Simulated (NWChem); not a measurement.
**GeHSF3 (SMILES [F][Ge]([F])([F])[SH]): levels of theory compared**

Wanted: a comparison of 6 runs (HF/STO-3G, HF/3-21G, HF/6-31G*, B3LYP/6-31G*, SVWN5/6-31G**) of GeHSF3. 

Program for the calculation: NWChem 7.3.0.

## (1) The molecule

GeHSF3: 6 atoms, total charge 0, spin state singlet. SMILES: `[F][Ge]([F])([F])[SH]`. The shape is that of a PBE0-D4/def2-TZVP optimisation.

Bond lengths: F1–Ge2 1.708 Å, Ge2–F3 1.705 Å, Ge2–F4 1.708 Å, Ge2–S5 2.166 Å, S5–H6 1.346 Å. Angles: F1–Ge2–F3 107.3°, F1–Ge2–F4 104.5°, F1–Ge2–S5 113.9°, F3–Ge2–F4 107.2°, F3–Ge2–S5 109.4°, F4–Ge2–S5 114.1°, Ge2–S5–H6 91.5°.

## (2) Energy and forces at HF/STO-3G (run 1)

Contents of run.py:

```python
from ase import Atoms
from ase.calculators.nwchem import NWChem

system = Atoms('FGeFFSH', positions=[
    [-0.787500, -1.054000, 1.261100],
    [0.246500, -0.390900, 0.074400],
    [1.843600, -0.808000, 0.501500],
    [-0.134000, -1.247800, -1.353100],
    [0.092600, 1.760800, -0.120000],
    [-1.219100, 1.675900, -0.410300],
])

calc = NWChem(
    label='f3gehs',
    theory='scf',
    memory='2200 mb',
    basis='STO-3G',
    basispar='spherical bse',
    scf={'nopen': '0', 'rhf': None, 'thresh': '1e-08', 'maxiter': '80'},
)
system.calc = calc

forces = system.get_forces()
e = system.get_potential_energy()
print(f"E = {e:.6f} eV")
print("forces (eV/A):")
for s, f in zip(system.symbols, forces):
    print(f"{s:2s} {f[0]:10.5f} {f[1]:10.5f} {f[2]:10.5f}")
print("dipole (e A):", system.get_dipole_moment().round(4))
```

Launch:

```console
$ export ASE_NWCHEM_COMMAND="nwchem PREFIX.nwi > PREFIX.nwo"
$ python run.py
```

Output:

```text
E = -74550.723292 eV
forces (eV/A):
F     0.70309    0.47087   -0.76773
Ge    0.32267   -1.18908    0.16039
F    -1.02746    0.12938   -0.26148
F     0.27372    0.60010    0.93310
S    -0.84039   -0.31537   -0.16974
H     0.56842    0.30411    0.10547
dipole (e A): [-0.1756  0.1871 -0.0537]
```

The calculator wrote f3gehs.nwi:

```
title "f3gehs"

permanent_dir f3gehs

scratch_dir f3gehs

start f3gehs

geometry units angstrom nocenter noautosym noautoz
  F  -7.8749999999999998e-01 -1.0540000000000000e+00 1.2611000000000001e+00
  Ge 2.4650000000000000e-01 -3.9090000000000003e-01 7.4399999999999994e-02
  F  1.8435999999999999e+00 -8.0800000000000005e-01 5.0149999999999995e-01
  F  -1.3400000000000001e-01 -1.2478000000000000e+00 -1.3531000000000000e+00
  S  9.2600000000000002e-02 1.7607999999999999e+00 -1.2000000000000000e-01
  H  -1.2191000000000001e+00 1.6758999999999999e+00 -4.1030000000000000e-01
end

memory 2200 mb

basis spherical bse noprint
   * library STO-3G
end

scf
  nopen 0
  rhf
  thresh 1e-08
  maxiter 80
end

task scf gradient
```

f3gehs.nwo:

```text
Northwest Computational Chemistry Package (NWChem) 7.3.0
             --------------------------------------------------------

           Job information
           ---------------

    nwchem branch   = 7.3.0
    use scalapack   = T
    input           = f3gehs.nwi
    prefix          = f3gehs.
    data base       = f3gehs/f3gehs.db
    status          = startup
    nproc           =        1

           Memory information
           ------------------

[... 5 lines left out ...]
    hardfail = no
[... 132 lines left out ...]
         Quadratically convergent ROHF
[... 14 lines left out ...]
       Final RHF  results
[... 4 lines left out ...]
      Two-electron energy =   1630.297208020672
[... 52 lines left out ...]
                       ROHF Final Molecular Orbital Analysis
[... 252 lines left out ...]
                 ----------------------------------------
                 |  Time  |  1-e(secs)   |  2-e(secs)   |
                 ----------------------------------------
                 |  CPU   |       0.00   |       0.76   |
                 ----------------------------------------
                 |  WALL  |       0.00   |       0.76   |
                 ----------------------------------------

 Task  times  cpu:        2.9s     wall:        2.9s
 Total times  cpu:        3.0s     wall:        3.0s
```

It took 3.9 s on 1 thread of AMD EPYC 9R45 (Zen 5), shared host; peak memory 0.1 GiB.

## (3) Energy and forces at HF/3-21G (run 2)

Contents of geom.xyz:

```xyz
6

F     -0.787500    -1.054000     1.261100
Ge     0.246500    -0.390900     0.074400
F      1.843600    -0.808000     0.501500
F     -0.134000    -1.247800    -1.353100
S      0.092600     1.760800    -0.120000
H     -1.219100     1.675900    -0.410300
```

Contents of geom.nw:

```
start geom
memory stack 880 mb heap 220 mb global 1100 mb
geometry noautosym nocenter noautoz
load geom.xyz
end
basis spherical bse
* library 3-21G
end
scf
thresh 1e-08
maxiter 80
end
task scf gradient
```

Launch:

```console
$ nwchem geom.nw > geom.out
```

Output:

```text
[...]
  functions       =    64
[...]
  wavefunction    = RHF
[...]
         Total SCF energy =  -2758.372269728000
      One-electron energy =  -4897.518708180802
      Two-electron energy =   1611.361581999719
 Nuclear repulsion energy =    527.784856453083
        Time for solution =      2.7s
[...]
                         RHF ENERGY GRADIENTS
    atom               coordinates                        gradient
                 x          y          z           x          y          z
   1 F      -1.488159  -1.991771   2.383133   -0.017993  -0.010895   0.020958
   2 Ge      0.465817  -0.738694   0.140596   -0.014610   0.054626  -0.007380
   3 F       3.483899  -1.526899   0.947698    0.028256  -0.004744   0.007321
   4 F      -0.253223  -2.358000  -2.556988   -0.006387  -0.014267  -0.025164
   5 S       0.174989   3.327430  -0.226767    0.006049  -0.012982   0.002318
   6 H      -2.303765   3.166992  -0.775355    0.004685  -0.011737   0.001947
[...]
```

Wall time 4.5 s (1 thread of AMD EPYC 9R45 (Zen 5), shared host); peak memory 0.1 GiB.

Runs 3 to 5 aren't shown in full; the table further down has their settings and results.

## (4) Energy and gradient at B3LYP/6-31G(d) (Cartesian functions) (run 6)

Contents of nw.xyz:

```xyz
6
F3GeHS B3LYP
F     -0.787500    -1.054000     1.261100
Ge     0.246500    -0.390900     0.074400
F      1.843600    -0.808000     0.501500
F     -0.134000    -1.247800    -1.353100
S      0.092600     1.760800    -0.120000
H     -1.219100     1.675900    -0.410300
```

Contents of nw.nw:

```
start nw
title "F3GeHS B3LYP"
memory 2200 mb
geometry noautosym nocenter noautoz
load nw.xyz
end
basis
* library 6-31G*
end
dft
xc b3lyp
grid fine
convergence energy 1e-08
iterations 100
mulliken
noprint "final vectors analysis"
end
task dft gradient
```

Launch:

```console
$ nwchem nw.nw > nw.out
```

Output:

```text
[...]
          Wavefunction type:  closed shell.
          No. of atoms     :     6
          No. of electrons :    76
[...]
          Charge           :     0
          Spin multiplicity:     1
[...]
          AO basis - number of functions:   101
[...]
              XC Information
              --------------
                         B3LYP Method XC Potential
                     Hartree-Fock (Exact) Exchange  0.200
                        Slater Exchange Functional  0.800 local
                    Becke 1988 Exchange Functional  0.720 non-local
              Lee-Yang-Parr Correlation Functional  0.810
                  VWN I RPA Correlation Functional  0.190 local
[...]
 d= 0,ls=0.0,diis     1  -2775.0593896276 -3.30D+03  2.23D-02  2.09D+00     2.1
[...]
 d= 0,ls=0.0,diis    10  -2775.2094066950 -1.58D-09  3.18D-07  3.24D-09    15.6
         Total DFT energy =    -2775.209406694964
      One electron energy =    -4913.984238266159
           Coulomb energy =     1747.665779799279
    Exchange-Corr. energy =     -136.675804681167
 Nuclear repulsion energy =      527.784856453083
[...]
  wavefunction    = closed shell
                         DFT ENERGY GRADIENTS
    atom               coordinates                        gradient
                 x          y          z           x          y          z
   1 F      -1.488159  -1.991771   2.383133    0.005457   0.002889  -0.006216
   2 Ge      0.465817  -0.738694   0.140596   -0.001474   0.001813  -0.000479
   3 F       3.483899  -1.526899   0.947698   -0.007890   0.001952  -0.002115
   4 F      -0.253223  -2.358000  -2.556988    0.002050   0.003932   0.007605
   5 S       0.174989   3.327430  -0.226767   -0.001394  -0.009538   0.000370
   6 H      -2.303765   3.166992  -0.775355    0.003251  -0.001048   0.000835
[...]
```

Run time: 23 s. Hardware: 1 thread of AMD EPYC 9R45 (Zen 5), shared host; peak memory 0.13 GiB.

## (5) Overview of the runs

| run | level | iteration cap | module | energy (Eh) | dipole moment (D) | HOMO energy (eV) | LUMO energy (eV) | wall time |
| --- | --- | --- | --- | --- | --- | --- | --- | --- |
| 1 | HF/STO-3G | 80 | scf | -2739.688571 | 1.26 | -8.24 | 8.84 | 3.9 s |
| 2 | HF/3-21G | 80 | scf | -2758.372270 | 2.24 | -12.26 | 2.45 | 4.5 s |
| 3 | HF/6-31G* (spherical functions) | 80 | scf | -2771.620658 | 2.56 | -11.90 | 2.63 | 29 s |
| 4 | B3LYP/6-31G* (spherical functions) | 100 | dft | -2775.195159 | 2.34 | -8.46 | -1.66 | 20 s |
| 5 | SVWN5/6-31G** (spherical functions) | 100 | dft | -2768.732495 | 2.30 | -7.50 | -2.66 | 21 s |
| 6 | B3LYP/6-31G* (Cartesian functions) | 100 | dft | -2775.209407 | 2.32 | – | – | 23 s |

## (6) Summary of results

```
                       quantity           value
            run 6: total energy  -2775.20941 Eh
           run 6: dipole moment          2.32 D
run 6: largest force on an atom      0.496 eV/Å
```

In words: The dipole moment (its size) runs from 1.26 D (HF/STO-3G) to 2.56 D (HF/6-31G*). Over runs 1, 2, 3, 4, 5 the HOMO–LUMO gap runs from 4.84 eV (SVWN5/6-31G**) to 17.08 eV (HF/STO-3G). The two ends differ in method and basis. Totals of different functionals can't be ranked against each other. In run 1 the basis is minimal, so the values are rough. All runs together took 1.7 min, the longest 29 s.
